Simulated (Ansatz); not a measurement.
# EuGa4: the cost of one run

Method: DFT LDA+U, scalar-relativistic, plane waves, PAW, in Ansatz 0.2.0.

### 1 The structure to begin with

It takes space group I4/mmm (No. 139, tetragonal). The conventional cell has a = 4.390 Å, b = 4.390 Å, c = 10.670 Å, α = 90.00°, β = 90.00°, γ = 90.00°. Eu (site symmetry 4/mmm) is surrounded by 16 Ga at 3.35 to 3.45 Å. Around Ga (site symmetry -4m2) lie 4 Ga at 2.61 Å. Ga (site symmetry 4mm) has 5 Ga at 2.50 to 2.61 Å as nearest neighbours.

As a file:

```
Eu Ga
1.0
    -2.19500    2.19500    5.33500
     2.19500   -2.19500    5.33500
     2.19500    2.19500   -5.33500
Eu Ga
1 4
Direct
  0.00000 0.00000 0.00000
  0.75000 0.25000 0.50000
  0.25000 0.75000 0.50000
  0.38300 0.38300 0.00000
  0.61700 0.61700 0.00000
```

### 2 Relaxing cell and atoms: EuGa4, moments +

input.yaml

```yaml
crystal:
  lattice:
    - [-2.195, 2.195, 5.335]
    - [2.195, -2.195, 5.335]
    - [2.195, 2.195, -5.335]
  atoms:
    - { symbol: Eu, position: [0.0, 0.0, 0.0], spin: 7.0 }
    - { symbol: Ga, position: [0.75, 0.25, 0.5] }
    - { symbol: Ga, position: [0.25, 0.75, 0.5] }
    - { symbol: Ga, position: [0.383, 0.383, 0.0] }
    - { symbol: Ga, position: [0.617, 0.617, 0.0] }
magnetization:
  spin_polarized: true
scf:
  occupations: { method: gaussian, width: 0.05 }
output:
  forces: true
  stress: true
  eigenvalues: true
  populations: true
  write_density: true
  write_potential: true
  elf: true
  volumetric_format: npy
kpoints:
  mp_grid: { grid: [14, 14, 14] }
hamiltonian:
  xc: lda
  hubbard: [{ species: Eu, l: f, u_eff: 6 }]
relax:
  f_tol: 0.005
  max_steps: 60
  cell: { stress_tol: 0.03 }
```

Launch:

```bash
$ ansatz run input.yaml --threads 4 --pin off --max-ram 8192MiB --backend cpu --events-out ev --progress --plain --runs-dir out
```

What time and memory should one allow on 4 threads of Intel Xeon 6975P-C (Granite Rapids), shared host?

About 3.2 min, with a peak of 2.5 GiB.
